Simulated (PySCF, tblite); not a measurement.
# C3H11ClSi3: geometry, infrared bands and NMR shifts

What infrared bands and NMR shifts should C3H11ClSi3 (`[SiH3]C[C@@H]1C[Si@@H](Cl)[SiH2]1`) show?

The runs use tblite 0.8.0 and PySCF 2.14.0, with density-fitted response routines of our own; the level of theory stands in each step. All values are computed, except where a source is named. Atoms count from 0, in the outputs and in this text.

## (1) Starting geometry

18 atoms, charge 0, multiplicity 1; geometry from: force field or distance geometry start.

Bonds of the start (Å): Si0–C1 1.88, C1–C2 1.53, C2–C3 1.52, C3–Si4 1.84, Si4–Cl5 2.07, Si4–Si6 2.21, Si6–C2 1.86, Si0–H7 1.47, Si0–H8 1.45, Si0–H9 1.48, C1–H10 1.09, C1–H11 1.12, C2–H12 1.11, C3–H13 1.13, C3–H14 1.10, Si4–H15 1.46, Si6–H16 1.46, Si6–H17 1.48.

## (2) Geometry optimisation with GFN2-xTB

The job: settings as JSON, then the geometry in Å.

```
{"job": {"kind": "relax", "xc": "GFN2-xTB", "basis": "xTB"}, "charge": 0, "multiplicity": 1}
Si     2.665800     0.347600    -0.070700
C      1.199800    -0.435500    -0.941000
C     -0.039500    -0.407800    -0.049100
C     -1.164400    -1.057100    -0.843400
Si    -2.619200     0.010800    -0.470500
Cl    -3.815800    -0.545400     1.124500
Si    -0.862700     1.253300     0.049300
H      2.600700     0.052300     1.370800
H      3.902500    -0.093200    -0.693600
H      2.569700     1.814400    -0.243300
H      1.008900     0.060100    -1.888900
H      1.453600    -1.507700    -1.145500
H      0.108800    -0.882900     0.939700
H     -1.329900    -2.130600    -0.533000
H     -0.927500    -1.028500    -1.922200
H     -3.329600     0.536300    -1.638600
H     -0.473000     2.194300    -0.991300
H     -0.957100     1.826000     1.405500
```

Command:

```console
> OMP_NUM_THREADS=1 python probes_run.py task.json out
```

This one command runs all jobs of the session in turn.

**Question.** This job is followed by: GFN2-xTB harmonic vibrations, gas phase; GIAO PBE0/pcSseg-1 NMR shielding, non-relativistic, gas phase. What will the session give for the following? strongest single infrared mode (GFN2-xTB); zero-point energy (GFN2-xTB); 13C shifts against TMS (PBE0/pcSseg-1); 1H shifts against TMS (PBE0/pcSseg-1, means over atoms taken as alike); 29Si shifts against TMS (PBE0/pcSseg-1); 35Cl shifts against HCl (PBE0/pcSseg-1).

The runs gave:

```
                                                              quantity                                                     value
                             strongest single infrared mode (GFN2-xTB)                                     2250 cm⁻¹, 428 km/mol
                                          zero-point energy (GFN2-xTB)                                             76.3 kcal/mol
                                13C shifts against TMS (PBE0/pcSseg-1)                                      39.2, 24.7, 21.6 ppm
1H shifts against TMS (PBE0/pcSseg-1, means over atoms taken as alike)  6.01, 4.84, 4.41, 3.77, 2.40, 2.15, 1.49, 1.21, 0.95 ppm
                               29Si shifts against TMS (PBE0/pcSseg-1)                                     9.4, -36.0, -74.2 ppm
                               35Cl shifts against HCl (PBE0/pcSseg-1)                                                   -44 ppm
```

In words: Relaxing lowered the energy by 0.774 eV in 82 steps; the close pair that moved most is Si4–Si6, from 2.213 to 2.328 Å. No mode is imaginary among the 48: a minimum at this level. GFN2-xTB is a fitted tight-binding method: band positions and strengths are rough. Its intensities can rank the bands wrongly. At PBE0/pcSseg-1: Shielding is most anisotropic at Si6 (span 139 ppm, paramagnetic term -496 ppm).
